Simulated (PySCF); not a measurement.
# H10NP3Si3: the cost of one run

Programs: PySCF 2.14.0, with routines of our own; each step states its level. All values are computed. Atoms count from 0.

## Step 1: The system as given

17 atoms, charge 0, multiplicity 1; geometry from: GFN2-xTB.

## Step 2: Magnetic properties: GIAO B3LYP/pcSseg-1

The job: settings as JSON, then the geometry in Å.

```
{"job": {"kind": "mag", "xc": "B3LYP", "basis": "pcSseg-1", "isotopologues": 2}, "charge": 0, "multiplicity": 1}
N      3.124164    -0.651422    -0.074870
Si     1.453000    -0.279041    -0.257466
P      0.389886    -1.753085     1.064376
Si    -1.728450    -1.417340     0.438712
P     -2.357178     0.595374     1.191687
Si    -1.197577     1.972225    -0.140990
P      0.959582     1.818567     0.425466
H      3.421357    -1.157896     0.744366
H      3.815835     0.034848    -0.330407
H      1.180330    -0.456999    -1.697563
H      0.593899    -2.818090     0.216787
H     -1.937607    -1.579904    -1.012598
H     -2.556629    -2.413804     1.124960
H     -3.508235     0.645900     0.437504
H     -1.640198     3.337320     0.160839
H     -1.446198     1.722402    -1.573697
H      1.427024     2.412974    -0.727015
```

Level: GIAO B3LYP/pcSseg-1 magnetisability, rotational g tensor and spin-rotation constants, non-relativistic, gas phase.

Command:

```console
OMP_NUM_THREADS=1 python excited_run.py task.json out
```

The driver reads the jobs from task.json and runs them one after another.

Q: Estimate the wall time and peak memory of this first job on 1 thread of Intel Xeon Platinum 8259CL at 2.50GHz, shared host.

About 1.7 min, with a peak of 1.1 GiB.
